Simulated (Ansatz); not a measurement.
# CH4BClSi: the cost of one run

All numbers are computed with Ansatz 0.2.0, driven from Python. Level of theory: CAM-B3LYP/aug-cc-pVDZ.

### 1 The system

Bond lengths: Cl1–C2 1.722 Å, C2–B3 1.551 Å, C2–Si4 1.790 Å, B3–Si4 2.025 Å, C2–H5 1.123 Å, B3–H6 1.208 Å, Si4–H7 1.427 Å, Si4–H8 1.487 Å. Angles (14 of 15 angles, heavy atoms first): Cl1–C2–B3 111.1°, Cl1–C2–Si4 114.2°, B3–C2–Si4 74.2°, C2–B3–Si4 58.3°, C2–Si4–B3 47.5°, Cl1–C2–H5 119.0°, B3–C2–H5 115.8°, Si4–C2–H5 114.4°, C2–B3–H6 151.8°, Si4–B3–H6 149.6°, C2–Si4–H7 121.7°, C2–Si4–H8 115.5°, B3–Si4–H7 110.1°, B3–Si4–H8 104.3°.

No structure file is read: the coordinates are typed or built in the script.

### 2 The code

tae.py reads:

```python
'''Atomisation energy of CH4BClSi at the given geometry.'''

from collections import Counter

import ansatz as az
from ase import Atoms


def energy_of(molecule, charge=0, unpaired=0):
    calc = (
        molecule.calculation()
        .basis(gaussian='aug-cc-pVDZ')
        .functional('CAM-B3LYP')
    )
    if charge:
        calc = calc.charge(charge)
    if unpaired:
        calc = calc.spin('collinear', total=unpaired)
    report = calc.run(threads=1).report
    if report['published_state_doubts']:
        print('  doubts:', report['published_state_doubts'])
    return report['free_energy_ev']

atoms = Atoms(['Cl', 'C', 'B', 'Si', 'H', 'H', 'H', 'H'], positions=[
    (-2.0383, 0.7517, -0.4745),
    (-0.3288, 0.5751, -0.5853),
    (0.3365, 0.6844, 0.8119),
    (0.2651, -1.0686, -0.1993),
    (0.2174, 1.0793, -1.4266),
    (0.7188, 1.3247, 1.7626),
    (1.5846, -1.4902, -0.5427),
    (-0.6632, -1.9137, 0.598),
])
mol = az.Crystal.molecule_from_ase(atoms)

# unpaired electrons of the ground-state atoms
unpaired = {'Cl': 1, 'C': 2, 'B': 1, 'Si': 2, 'H': 1}
counts = Counter(site.symbol for site in mol.cartesian_sites)
atom_energy = {s: energy_of(az.Crystal.molecule().atom(s, (0, 0, 0)), 0, unpaired[s]) for s in counts}
whole = energy_of(mol, 0, 0)
for s, e in atom_energy.items():
    print(f'{s:2s} x{counts[s]}  {e:14.5f} eV')
print(f'CH4BClSi: {whole:.5f} eV')
split = sum(counts[s] * e for s, e in atom_energy.items()) - whole
print(f'atomisation energy (no zero-point term): {23.060548 * split:.1f} kcal/mol, {split / sum(counts.values()):.3f} eV an atom')
```

### 3 Launch

Started as:

```sh
> python tae.py
```

**Question.** How long does this script take on 1 thread of Arm Neoverse V1, shared host, and how much memory does it need?

About 9.6 s, with a peak of 0.4 GiB.
